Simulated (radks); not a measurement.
**Nd⁴⁺ in [Xe] 4f1 5d1: an all-electron calculation**

Aim: the levels, the sizes of the orbitals and the parts of the energy of the neodymium ion Nd4+.

The numbers are computed with radks (a radial shooting solver on a logarithmic mesh, Libxc functionals) version 1 (Dirac Kohn-Sham, PBEsol, spin-unpolarised, spherical densities, point nucleus; open shells are shared between the two j in proportion to 2j + 1), except any that are marked as measured or tabulated.

### Step 1. The atom as given

```
element       : neodymium (Z = 60)
charge        : +4
electrons     : 56
configuration : [Xe] 4f1 5d1
```

Outer shells as boxes (Hund's rule):

Nd⁴⁺
```
[Xe] core
4f [↑ ][  ][  ][  ][  ][  ][  ]
5d [↑ ][  ][  ][  ][  ]
```

### Step 2. The run

Input:

```text
Z 60
configuration [Xe] 4f1 5d1
relativity Dirac
functional pbe_sol,pbe_sol
spin unpolarised
j_filling average
nucleus point
c 137.035999084
```

Launch:

```bash
python run_ks.py task.json out
```

All runs below come from this command, one after another.

**Question.** What will this run give?

**Answer**, as computed:

```
                        quantity                   value
                    total energy      -9622.8465 hartree
exchange-correlation share of it                  2.26 %
                            −T/E                  1.0786
          highest occupied level       5d5/2, -38.020 eV
    most extended occupied level  5d5/2, <r> = 1.99 bohr
 radius at density 0.001 e/bohr³               3.37 bohr
    maxima of the radial density                       4
```

The radial density shows 4 maxima for 5 occupied principal shells; where shells overlap, one shows as a shoulder or not at all. −T/E is 1.079: with relativity the kinetic term as defined here no longer equals −E. This is not the tabulated ground configuration, so its levels and sizes aren't those of the ground state, and no measured value stands beside it.
